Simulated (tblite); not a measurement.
# C31H32F2O5S2: the cost of one run

Programs: tblite 0.8.0 and PySCF 2.14.0, with routines of our own; each step states its level. All values are computed. Atoms count from 0.

## Step 1: The starting structure

72 atoms, charge 0, multiplicity 1; geometry from: force field, distance geometry or constructed start.

## Step 2: Optimising the geometry with GFN2-xTB

What the job is given:

```
{"job": {"kind": "relax", "xc": "GFN2-xTB", "basis": "xTB"}, "charge": 0, "multiplicity": 1}
O      3.110000     2.873300    -6.082300
C      1.884900     2.832300    -5.907200
O      1.038000     3.773600    -6.405500
C      1.672100     4.922500    -6.991400
C      0.616300     5.961100    -7.392600
C      1.315800     7.193000    -8.023000
C      0.285900     8.254600    -8.442100
C     -0.507600     8.700600    -7.200300
C     -1.235600     7.491600    -6.582400
C     -2.196800     6.887100    -7.621500
C     -1.405700     6.431000    -8.862700
C     -0.678400     7.639200    -9.470600
C     -0.371600     5.375300    -8.433600
C     -0.201700     6.431700    -6.170400
C      1.129600     1.712000    -5.214600
F     -0.048600     1.418700    -5.869700
F      1.843800     0.526500    -5.263800
S      0.841400     2.268100    -3.492500
O      2.173000     2.514200    -2.923800
O      0.035600     3.490700    -3.600500
O      0.127400     1.168000    -2.841600
C     -2.517100    -3.123600     1.262100
C     -2.607300    -1.740500     1.428900
C     -1.830700    -0.892600     0.640600
C     -0.931800    -1.400300    -0.303200
S      0.117000    -0.420800    -1.387000
C      1.627800    -0.354800    -0.394100
C      2.771500     0.150500    -1.027100
C      3.993900     0.232200    -0.357200
C      4.090300    -0.200100     0.967100
C      2.969200    -0.714800     1.604100
C      1.740600    -0.795500     0.930900
C     -0.539800     1.227700    -1.066100
C     -1.615900     1.631700    -1.861800
C     -2.198300     2.895000    -1.711500
C     -1.703300     3.773900    -0.752800
C     -0.628200     3.389400     0.042400
C     -0.044600     2.129200    -0.113800
C     -0.855900    -2.800200    -0.459600
C     -1.644100    -3.648700     0.320700
H      2.364900     5.353200    -6.250700
H      2.250000     4.591600    -7.861500
H      1.913700     6.890800    -8.898500
H      2.026800     7.631200    -7.304100
H      0.795100     9.117400    -8.875600
H      0.161400     9.150700    -6.467000
H     -1.235400     9.470200    -7.483200
H     -1.807100     7.820300    -5.700900
H     -2.948400     7.628400    -7.912700
H     -2.730300     6.037700    -7.185600
H     -2.090400     5.995500    -9.596300
H     -0.113500     7.333800   -10.364700
H     -1.406200     8.393200    -9.793700
H      0.178500     5.023900    -9.324900
H     -0.889100     4.500300    -8.025700
H      0.464800     6.851700    -5.403200
H     -0.716100     5.578700    -5.705100
H     -3.125200    -3.780000     1.868100
H     -3.298100    -1.329700     2.158500
H     -1.936800     0.180700     0.803700
H      2.713500     0.491800    -2.058800
H      4.870700     0.630500    -0.865800
H      5.039700    -0.139600     1.490900
H      3.037200    -1.055300     2.635300
H      0.902300    -1.201300     1.475700
H     -2.023000     0.962400    -2.620600
H     -3.034100     3.189300    -2.337600
H     -2.149700     4.752100    -0.620100
H     -0.237900     4.069300     0.788200
H      0.787300     1.872300     0.539300
H     -0.179500    -3.231000    -1.189900
H     -1.564900    -4.731600     0.188500
```

The run is started by

```sh
OMP_NUM_THREADS=8 python large_run.py task.json out
```

One launch serves the whole session: the jobs run in the order shown.

Q: Estimate the wall time and peak memory of this first job on 8 threads of Intel Xeon Platinum 8259CL at 2.50GHz, shared host.

About 54 s, with a peak of 0.19 GiB.
